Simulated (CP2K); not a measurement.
# GeSiH5Cl (SMILES [SiH3][GeH2][Cl]): PBE0/TZV2P-MOLOPT-PBE0-GTH (core potential)

Aim: the energy change on altering one bond length of GeSiH5Cl at PBE0/TZV2P-MOLOPT-PBE0-GTH (core potential), from 2 runs. 

The results are computed with CP2K 2026.2.

## (1) The molecule

GeSiH5Cl has 8 atoms, charge 0, and is taken as a singlet. SMILES: `[SiH3][GeH2][Cl]`. The coordinates come from a PBE0-D4/def2-TZVP relaxation.

Bond lengths: Si1–Ge2 2.380 Å, Ge2–Cl3 2.169 Å, Si1–H4 1.487 Å, Si1–H5 1.484 Å, Si1–H6 1.484 Å, Ge2–H7 1.537 Å, Ge2–H8 1.537 Å. Some angles: Si1–Ge2–Cl3 106.5°, Si1–Ge2–H7 114.0°, Si1–Ge2–H8 114.0°, Cl3–Ge2–H7 106.1°, Cl3–Ge2–H8 106.1°, Ge2–Si1–H4 109.5°, Ge2–Si1–H5 108.9°, Ge2–Si1–H6 108.9°, H7–Ge2–H8 109.6°, H4–Si1–H5 109.7°.

## (2) A single-point energy at PBE0/TZV2P-MOLOPT-PBE0-GTH (core potential)

The input, molecule.xyz:

```xyz
8

Si    -0.863600     0.827300    -0.302500
Ge     0.738300    -0.882000     0.118400
Cl     1.963100    -0.183700     1.766200
H     -1.744900     0.416200    -1.427300
H     -0.149800     2.078700    -0.658900
H     -1.678500     1.035600     0.920200
H      1.703100    -1.135200    -1.051200
H      0.124600    -2.213900     0.579200
```

The input, molecule.inp:

```
&GLOBAL
 PROJECT_NAME molecule
 RUN_TYPE ENERGY
 PRINT_LEVEL MEDIUM
&END GLOBAL

&FORCE_EVAL
 METHOD QUICKSTEP
 &DFT
  BASIS_SET_FILE_NAME BASIS_MOLOPT_UZH
  BASIS_SET_FILE_NAME BASIS_ADMM_UZH
  POTENTIAL_FILE_NAME POTENTIAL_UZH
  &QS
   METHOD GPW
   EPS_DEFAULT 1.0E-10
  &END QS
  &MGRID
   CUTOFF 400
   REL_CUTOFF 50
   NGRIDS 4
  &END MGRID
  &POISSON
   PERIODIC NONE
   POISSON_SOLVER MULTIPOLE
  &END POISSON
  &SCF
   SCF_GUESS ATOMIC
   EPS_SCF 1.0E-06
   MAX_SCF 40
   &OT
    MINIMIZER DIIS
    PRECONDITIONER FULL_ALL
   &END OT
   &OUTER_SCF
    EPS_SCF 1.0E-06
    MAX_SCF 10
   &END OUTER_SCF
  &END SCF
  &XC
   &XC_FUNCTIONAL
    &PBE
     SCALE_X 0.75
     SCALE_C 1.0
    &END PBE
   &END XC_FUNCTIONAL
   &HF
    FRACTION 0.25
    &SCREENING
     EPS_SCHWARZ 1.0E-09
    &END SCREENING
    &MEMORY
     MAX_MEMORY 1050
    &END MEMORY
   &END HF
  &END XC
  &AUXILIARY_DENSITY_MATRIX_METHOD
   ADMM_TYPE ADMMS
   EXCH_CORRECTION_FUNC PBEX
  &END AUXILIARY_DENSITY_MATRIX_METHOD
  ! extra output
  &PRINT
   &MOMENTS
    PERIODIC F
    REFERENCE COM
    MAX_MOMENT 1
   &END MOMENTS
   &MO_CUBES
    NLUMO 3
    NHOMO -1
    WRITE_CUBE F
   &END MO_CUBES
   &HIRSHFELD OFF
   &END HIRSHFELD
  &END PRINT
 &END DFT
 &SUBSYS
  &CELL
   ABC 10.7 11.3 10.2
   PERIODIC NONE
  &END CELL
  &TOPOLOGY
   COORD_FILE_NAME molecule.xyz
   COORD_FILE_FORMAT XYZ
   &CENTER_COORDINATES
   &END CENTER_COORDINATES
  &END TOPOLOGY
  &KIND Si
   BASIS_SET ORB TZV2P-MOLOPT-PBE0-GTH-q4
   BASIS_SET AUX_FIT admm-tzp-q4
   POTENTIAL GTH-PBE0-q4
  &END KIND
  &KIND Ge
   BASIS_SET ORB TZV2P-MOLOPT-PBE0-GTH-q4
   BASIS_SET AUX_FIT admm-tzp-q4
   POTENTIAL GTH-PBE0-q4
  &END KIND
  &KIND Cl
   BASIS_SET ORB TZV2P-MOLOPT-PBE0-GTH-q7
   BASIS_SET AUX_FIT admm-tzp-q7
   POTENTIAL GTH-PBE0-q7
  &END KIND
  &KIND H
   BASIS_SET ORB TZV2P-MOLOPT-PBE0-GTH-q1
   BASIS_SET AUX_FIT admm-tzp-q1
   POTENTIAL GTH-PBE0-q1
  &END KIND
 &END SUBSYS
&END FORCE_EVAL
```

Launch:

```
$ OMP_NUM_THREADS=1 cp2k.psmp -i molecule.inp -o molecule.out
```

Log:

```text
CP2K| version string:                                       CP2K version 2026.2
[...]
 GLOBAL| Method name                                                        CP2K
[...]
 GLOBAL| Run type                                                         ENERGY
[...]
 DFT| Spin restricted Kohn-Sham (RKS) calculation                            RKS
 DFT| Multiplicity                                                             1
[...]
 DFT| Charge                                                                   0
[...]
 FUNCTIONAL| PBE:
 QS| Method:                                                                 GPW
[...]
 QS| Density cutoff [a.u.]:                                                200.0
[...]
 QS| Relative density cutoff [a.u.]:                                        25.0
[...]
                             - Atoms:                                          8
[...]
                             - Spherical basis functions:                    157
[...]
 Number of electrons:                                                         20
[...]
     1 OT DIIS     0.15E+00   14.2     0.14162223       -23.4977871445 -2.35E+01
[...]
    38 OT DIIS     0.15E+00   10.3     0.00000092       -25.8126219813 -2.67E-10
  *** SCF run converged in    38 steps ***
[...]
  Overlap energy of the core charge distribution:               0.00000096671821
  Self energy of the core charge distribution:                -59.09807797436493
  Core Hamiltonian energy:                                     14.21043705539923
  Hartree energy:                                              26.08459873313910
  Exchange-correlation energy:                                 -5.40513710137753
  Hartree-Fock Exchange energy:                                -1.60444366084502
  Total energy:                                               -25.81262198133094
[...]
                     Mulliken Population Analysis
 #  Atom  Element  Kind  Atomic population                           Net charge
       1     Si       1          3.664701                              0.335299
       2     Ge       2          3.761401                              0.238599
       3     Cl       3          7.401249                             -0.401249
       4     H        4          1.052648                             -0.052648
       5     H        4          1.048312                             -0.048312
       6     H        4          1.047952                             -0.047952
       7     H        4          1.011594                             -0.011594
       8     H        4          1.012142                             -0.012142
 # Total charge                             20.000000                  0.000000
[...]
  Dipole moment [Debye]
    X= -0.1561921E+01 Y= -0.2767649E+00 Z= -0.1695747E+01  Total=      2.3220149
[...]
 WARNING : did not converge in ot_eigensolver
 number of iterations          299  exceeded maximum
 current gradient / target gradient   1.6853075607801185E-004  /    1.0000000000000001E-005
[...]
 HOMO - LUMO gap [eV] :    7.350515
 ENERGY| Total FORCE_EVAL ( QS ) energy [hartree]            -25.812621981330938
[...]
```

It took 6.8 min on 1 thread of Intel Xeon at 2.50GHz (Skylake/Cascade Lake), shared host; peak memory 1.1 GiB.

## (3) The distorted shape at the same level

The input, gas.inp:

```
&GLOBAL
 PROJECT gas
 RUN_TYPE ENERGY
 PRINT_LEVEL MEDIUM
&END GLOBAL
&FORCE_EVAL
 METHOD QUICKSTEP
 &DFT
  BASIS_SET_FILE_NAME BASIS_MOLOPT_UZH
  BASIS_SET_FILE_NAME BASIS_ADMM_UZH
  POTENTIAL_FILE_NAME POTENTIAL_UZH
  CHARGE 0
  MULTIPLICITY 1
  &QS
   METHOD GPW
   EPS_DEFAULT 1.0E-10
  &END QS
  ! real-space grids
  &MGRID
   CUTOFF 400
   REL_CUTOFF 50
   NGRIDS 4
  &END MGRID
  ! no periodic images
  &POISSON
   PERIODIC NONE
   POISSON_SOLVER MULTIPOLE
  &END POISSON
  ! SCF settings
  &SCF
   SCF_GUESS ATOMIC
   EPS_SCF 1.0E-06
   MAX_SCF 80
   ADDED_MOS 5
   &DIAGONALIZATION
    ALGORITHM STANDARD
   &END DIAGONALIZATION
   &MIXING
    METHOD DIRECT_P_MIXING
    ALPHA 0.4
   &END MIXING
  &END SCF
  &XC
   &XC_FUNCTIONAL
    &PBE
     SCALE_X 0.75
     SCALE_C 1.0
    &END PBE
   &END XC_FUNCTIONAL
   &HF
    FRACTION 0.25
    &SCREENING
     EPS_SCHWARZ 1.0E-09
     SCREEN_ON_INITIAL_P F
    &END SCREENING
    &INTERACTION_POTENTIAL
     POTENTIAL_TYPE COULOMB
    &END INTERACTION_POTENTIAL
    &MEMORY
     MAX_MEMORY 1050
    &END MEMORY
   &END HF
  &END XC
  &AUXILIARY_DENSITY_MATRIX_METHOD
   ADMM_TYPE ADMMS
   EXCH_CORRECTION_FUNC PBEX
  &END AUXILIARY_DENSITY_MATRIX_METHOD
  &PRINT
   &MOMENTS
    PERIODIC F
    REFERENCE COM
    MAX_MOMENT 1
   &END MOMENTS
   &MO ON
    ENERGIES T
    OCCUPATION_NUMBERS T
    NDIGITS 6
    &EACH
     QS_SCF 0
    &END EACH
    ADD_LAST NUMERIC
   &END MO
   &HIRSHFELD OFF
   &END HIRSHFELD
  &END PRINT
 &END DFT
 ! structure
 &SUBSYS
  &CELL
   ABC [angstrom] 10.9 11.3 10.4
   PERIODIC NONE
  &END CELL
  &COORD
   SCALED T
   Si   0.40055862   0.57919469   0.46465510
   Ge   0.54752193   0.42792920   0.50512625
   Cl   0.65988890   0.48972566   0.66356856
   H    0.31970541   0.54281416   0.35650125
   H    0.46604486   0.68993805   0.43038587
   H    0.32579716   0.59762832   0.58222240
   H    0.68029459   0.39431805   0.33643144
   H    0.49121917   0.31006195   0.54943394
  &END COORD
  &KIND Si
   BASIS_SET ORB TZV2P-MOLOPT-PBE0-GTH-q4
   BASIS_SET AUX_FIT admm-tzp-q4
   POTENTIAL GTH-PBE0-q4
  &END KIND
  &KIND Ge
   BASIS_SET ORB TZV2P-MOLOPT-PBE0-GTH-q4
   BASIS_SET AUX_FIT admm-tzp-q4
   POTENTIAL GTH-PBE0-q4
  &END KIND
  &KIND Cl
   BASIS_SET ORB TZV2P-MOLOPT-PBE0-GTH-q7
   BASIS_SET AUX_FIT admm-tzp-q7
   POTENTIAL GTH-PBE0-q7
  &END KIND
  &KIND H
   BASIS_SET ORB TZV2P-MOLOPT-PBE0-GTH-q1
   BASIS_SET AUX_FIT admm-tzp-q1
   POTENTIAL GTH-PBE0-q1
  &END KIND
 &END SUBSYS
&END FORCE_EVAL
```

Launch:

```
$ OMP_NUM_THREADS=1 cp2k.psmp -i gas.inp -o gas.out
```

Log (excerpt; [...] marks lines left out):

```text
CP2K| version string:                                       CP2K version 2026.2
[...]
 GLOBAL| Method name                                                        CP2K
[...]
 GLOBAL| Run type                                                         ENERGY
[...]
 DFT| Spin restricted Kohn-Sham (RKS) calculation                            RKS
 DFT| Multiplicity                                                             1
[...]
 DFT| Charge                                                                   0
[...]
 FUNCTIONAL| PBE:
 QS| Method:                                                                 GPW
[...]
 QS| Density cutoff [a.u.]:                                                200.0
[...]
 QS| Relative density cutoff [a.u.]:                                        25.0
[...]
                             - Atoms:                                          8
[...]
                             - Spherical basis functions:                    157
[...]
 Number of electrons:                                                         20
[...]
     1 P_Mix/Diag. 0.40E+00   15.1     2.11927765       -23.5595055648 -2.36E+01
[...]
    15 DIIS/Diag.  0.15E-05   11.7     0.00000056       -25.7410297588 -1.92E-10
  *** SCF run converged in    15 steps ***
[...]
  Overlap energy of the core charge distribution:               0.00000050799760
  Self energy of the core charge distribution:                -59.09807797436493
  Core Hamiltonian energy:                                     14.00323381731443
  Hartree energy:                                              26.25181709816274
  Exchange-correlation energy:                                 -5.32544658839412
  Hartree-Fock Exchange energy:                                -1.57255661947331
  Total energy:                                               -25.74102975875760
[...]
                     Mulliken Population Analysis
 #  Atom  Element  Kind  Atomic population                           Net charge
       1     Si       1          3.645297                              0.354703
       2     Ge       2          3.825196                              0.174804
       3     Cl       3          7.369166                             -0.369166
[...]
  Dipole moment [Debye]
    X= -0.2294580E+01 Y=  0.1381907E+00 Z= -0.7608473E+00  Total=      2.4213805
 ENERGY| Total FORCE_EVAL ( QS ) energy [hartree]            -25.741029758757598
[...]
```

It took 3 min on 1 thread of Intel Xeon at 2.50GHz (Skylake/Cascade Lake), shared host; peak memory 1.1 GiB.

## (4) What came out

At PBE0/TZV2P-MOLOPT-PBE0-GTH (core potential):

| quantity | value |
| --- | --- |
| first shape: total energy | -25.81262 Eh |
| first shape: dipole moment | 2.32 D |
| first shape: HOMO energy | -8.12 eV |
| first shape: LUMO energy | -0.77 eV |
| first shape: HOMO–LUMO gap | 7.35 eV |
| distorted shape: total energy | -25.74103 Eh |
| distorted shape: dipole moment | 2.42 D |
| distorted shape: HOMO energy | -7.64 eV |
| distorted shape: LUMO energy | -2.26 eV |
| distorted shape: HOMO–LUMO gap | 5.38 eV |
| energy change with the Ge2–H7 bond stretched from 1.537 to 2.306 Å | 1.948 eV |

In words: With the Ge2–H7 bond stretched from 1.537 to 2.306 Å the energy rises by 1.95 eV (188 kJ/mol).
